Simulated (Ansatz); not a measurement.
BrF₂Ga, SMILES [F][Ga]([F])[Br], vertical spin-state energies

Program: the Ansatz DFT code, driven from Python.

`brf2ga.xyz`
```text
4

F    -0.75800   -0.55950    1.53020
Ga    0.28070    0.17390    0.04110
F     1.57230   -0.74710    0.08770
Br   -1.03940    1.07240   -1.67920
```

`run_spin.py`
```python
"""Gap between spin states of BrF2Ga at one geometry."""

import warnings

import ansatz


def main() -> None:
    warnings.simplefilter("ignore", ansatz.DeckWarning)

    molecule = ansatz.Crystal.molecule_from_extxyz("brf2ga.xyz")

    setup = molecule.calculation()
    setup = setup.basis(gaussian="def2-SVPD")
    setup = setup.functional("pbe", dispersion="d4")
    found = {}
    for unpaired in [0, 2, 4]:
        report = setup.spin("collinear", total=unpaired).run(threads=1, backend="cpu").report
        s = unpaired / 2
        found[unpaired] = report["free_energy_ev"]
        print(f"2S+1 = {unpaired + 1}: E = {found[unpaired]:.5f} eV, <S^2> = {abs(report['mean_field']['state']['spin_squared']):.3f} (pure state {s * (s + 1):.2f})")
    lowest = min(found, key=found.get)
    for unpaired, e in found.items():
        print(f"multiplicity {unpaired + 1}: {(e - found[lowest]):.3f} eV above the lowest")


if __name__ == "__main__":
    main()
```

`python run_spin.py` gives:
```text
2S+1 = 1: E = -127818.28474 eV, <S^2> = 0.000 (pure state 0.00)
2S+1 = 3: E = -127814.44686 eV, <S^2> = 2.003 (pure state 2.00)
2S+1 = 5: E = -127807.19049 eV, <S^2> = 6.004 (pure state 6.00)
multiplicity 1: 0.000 eV above the lowest
multiplicity 3: 3.838 eV above the lowest
multiplicity 5: 11.094 eV above the lowest
```

In order: multiplicity 1 (+0.00 eV), multiplicity 3 (+3.84 eV) and multiplicity 5 (+11.09 eV), all at the one geometry.

Reading the output:
- Total energies depend on the basis set; only differences at equal settings carry meaning.
- The geometry is a force-field or estimated start, not a minimum of this method, and the basis set is short of its limit. All parts are taken at fixed geometry, without zero-point energy.
- It ran for 70 s on 1 thread of Intel(R) Xeon(R) Platinum 8375C CPU @ 2.90GHz (Ice Lake), on a shared host, peak memory 0.4 GiB.

(Lines on the test bed's own set-up are left out of the output.)
